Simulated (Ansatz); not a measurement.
# CoO: the cost of one run

Method: DFT PBEsol+U (U_eff = 1 eV on Co d), plane waves, PAW, in Ansatz 0.2.0.

1 further run of the same task is left out (it didn't finish).

## 1. The starting structure

The structure is cubic, space group Fm-3m (No. 225). The conventional cell has a = 4.263 Å, b = 4.263 Å, c = 4.263 Å, α = 90.00°, β = 90.00°, γ = 90.00°. Around Co (site symmetry m-3m) lie 6 O at 2.13 Å. Around O (site symmetry m-3m) lie 6 Co at 2.13 Å.

Coordinates:

```cif
data_structure
_symmetry_space_group_name_H-M 'P 1'
_symmetry_Int_Tables_number 1
_cell_length_a 3.0144
_cell_length_b 5.2211
_cell_length_c 6.0288
_cell_angle_alpha 30.000
_cell_angle_beta 60.000
_cell_angle_gamma 54.736
_cell_volume 38.74
loop_
_atom_site_label
_atom_site_type_symbol
_atom_site_fract_x
_atom_site_fract_y
_atom_site_fract_z
_atom_site_occupancy
Co1 Co 0.00000 0.00000 0.00000 1
O1 O 0.50000 0.50000 0.00000 1
Co2 Co 0.00000 0.00000 0.50000 1
O2 O 0.50000 0.50000 0.50000 1
```

An earlier series on this cell reached its lowest free state from «ferromagnetic start, free, default search», perhaps among other starts.

## 2. Canted directions free, 60°

The input, input.yaml:

```yaml
crystal:
  lattice:
    - [0.0, 2.13150166, 2.13150166]
    - [4.26300332, 2.13150166, 2.13150166]
    - [4.26300332, 4.26300332, 0.0]
  atoms:
    - { symbol: Co, position: [0.0, 0.0, 0.0], spin: 3.0, spin_axis: [0.0, 0.0, 1.0] }
    - { symbol: O, position: [0.5, 0.5, 0.0] }
    - { symbol: Co, position: [0.0, 0.0, 0.5], spin: 3.0, spin_axis: [0.866025, 0.0, 0.5] }
    - { symbol: O, position: [0.5, 0.5, 0.5] }
basis:
  ecutwfc: 420
  ecutrho_ratio: 4
kpoints:
  mp_grid: { grid: [8, 8, 8] }
hamiltonian:
  xc: pbesol
  hubbard:
    sites:
      - { site: 0, l: d, u_eff: 1.0, starting_ns: [{ occupation_matrix: s0 }] }
      - { site: 2, l: d, u_eff: 1.0, starting_ns: [{ occupation_matrix: s2 }] }
    occupation_matrices:
      s0:
        spinor_matrix:
          - [[0.97, 0.0], [0.0, 0.0], [0.0, 0.0], [0.0, 0.0], [0.0, 0.0], [0.0, 0.0], [0.0, 0.0], [0.0, 0.0], [0.0, 0.0], [0.0, 0.0]]
          - [[0.0, 0.0], [0.97, 0.0], [0.0, 0.0], [0.0, 0.0], [0.0, 0.0], [0.0, 0.0], [0.0, 0.0], [0.0, 0.0], [0.0, 0.0], [0.0, 0.0]]
          - [[0.0, 0.0], [0.0, 0.0], [0.97, 0.0], [0.0, 0.0], [0.0, 0.0], [0.0, 0.0], [0.0, 0.0], [0.0, 0.0], [0.0, 0.0], [0.0, 0.0]]
          - [[0.0, 0.0], [0.0, 0.0], [0.0, 0.0], [0.97, 0.0], [0.0, 0.0], [0.0, 0.0], [0.0, 0.0], [0.0, 0.0], [0.0, 0.0], [0.0, 0.0]]
          - [[0.0, 0.0], [0.0, 0.0], [0.0, 0.0], [0.0, 0.0], [0.97, 0.0], [0.0, 0.0], [0.0, 0.0], [0.0, 0.0], [0.0, 0.0], [0.0, 0.0]]
          - [[0.0, 0.0], [0.0, 0.0], [0.0, 0.0], [0.0, 0.0], [0.0, 0.0], [0.02, 0.0], [0.0, 0.0], [0.0, 0.0], [0.0, 0.0], [0.0, 0.0]]
          - [[0.0, 0.0], [0.0, 0.0], [0.0, 0.0], [0.0, 0.0], [0.0, 0.0], [0.0, 0.0], [0.02, 0.0], [0.0, 0.0], [0.0, 0.0], [0.0, 0.0]]
          - [[0.0, 0.0], [0.0, 0.0], [0.0, 0.0], [0.0, 0.0], [0.0, 0.0], [0.0, 0.0], [0.0, 0.0], [0.97, 0.0], [0.0, 0.0], [0.0, 0.0]]
          - [[0.0, 0.0], [0.0, 0.0], [0.0, 0.0], [0.0, 0.0], [0.0, 0.0], [0.0, 0.0], [0.0, 0.0], [0.0, 0.0], [0.02, 0.0], [0.0, 0.0]]
          - [[0.0, 0.0], [0.0, 0.0], [0.0, 0.0], [0.0, 0.0], [0.0, 0.0], [0.0, 0.0], [0.0, 0.0], [0.0, 0.0], [0.0, 0.0], [0.97, 0.0]]
      s2:
        spinor_matrix:
          - [[0.7325, 0.0], [0.0, 0.0], [0.0, 0.0], [0.0, 0.0], [0.0, 0.0], [0.41136, 0.0], [0.0, 0.0], [0.0, 0.0], [0.0, 0.0], [0.0, 0.0]]
          - [[0.0, 0.0], [0.7325, 0.0], [0.0, 0.0], [0.0, 0.0], [0.0, 0.0], [0.0, 0.0], [0.41136, 0.0], [0.0, 0.0], [0.0, 0.0], [0.0, 0.0]]
          - [[0.0, 0.0], [0.0, 0.0], [0.97, 0.0], [0.0, 0.0], [0.0, 0.0], [0.0, 0.0], [0.0, 0.0], [0.0, 0.0], [0.0, 0.0], [0.0, 0.0]]
          - [[0.0, 0.0], [0.0, 0.0], [0.0, 0.0], [0.7325, 0.0], [0.0, 0.0], [0.0, 0.0], [0.0, 0.0], [0.0, 0.0], [0.41136, 0.0], [0.0, 0.0]]
          - [[0.0, 0.0], [0.0, 0.0], [0.0, 0.0], [0.0, 0.0], [0.97, 0.0], [0.0, 0.0], [0.0, 0.0], [0.0, 0.0], [0.0, 0.0], [0.0, 0.0]]
          - [[0.41136, 0.0], [0.0, 0.0], [0.0, 0.0], [0.0, 0.0], [0.0, 0.0], [0.2575, 0.0], [0.0, 0.0], [0.0, 0.0], [0.0, 0.0], [0.0, 0.0]]
          - [[0.0, 0.0], [0.41136, 0.0], [0.0, 0.0], [0.0, 0.0], [0.0, 0.0], [0.0, 0.0], [0.2575, 0.0], [0.0, 0.0], [0.0, 0.0], [0.0, 0.0]]
          - [[0.0, 0.0], [0.0, 0.0], [0.0, 0.0], [0.0, 0.0], [0.0, 0.0], [0.0, 0.0], [0.0, 0.0], [0.97, 0.0], [0.0, 0.0], [0.0, 0.0]]
          - [[0.0, 0.0], [0.0, 0.0], [0.0, 0.0], [0.41136, 0.0], [0.0, 0.0], [0.0, 0.0], [0.0, 0.0], [0.0, 0.0], [0.2575, 0.0], [0.0, 0.0]]
          - [[0.0, 0.0], [0.0, 0.0], [0.0, 0.0], [0.0, 0.0], [0.0, 0.0], [0.0, 0.0], [0.0, 0.0], [0.0, 0.0], [0.0, 0.0], [0.97, 0.0]]
    ns_hold: { iters: 8 }
scf:
  occupations: { method: gaussian, width: 0.05 }
  lower_state_search: "off"
  max_iter: 150
output:
  forces: true
  stress: true
  eigenvalues: true
  populations: true
  hubbard: { sites: [{ site: 0, l: d }, { site: 2, l: d }] }
  write_density: true
  write_potential: true
  elf: true
  volumetric_format: npy
magnetization:
  noncollinear: true
  spin_orbit: false
```

The typed matrices put 0.97 on the chosen orbitals and 0.02 on the others, and are held for 8 cycles. Spins may be non-collinear here, without spin–orbit coupling.

Command:

```bash
> ansatz run input.yaml --threads 2 --pin off --max-ram 3072MiB --backend cpu --events-out ev --progress --plain --runs-dir out
```

What time and memory should one allow on 2 threads of Arm Neoverse V1, shared host?

About 4.3 min, with a peak of 0.8 GiB.
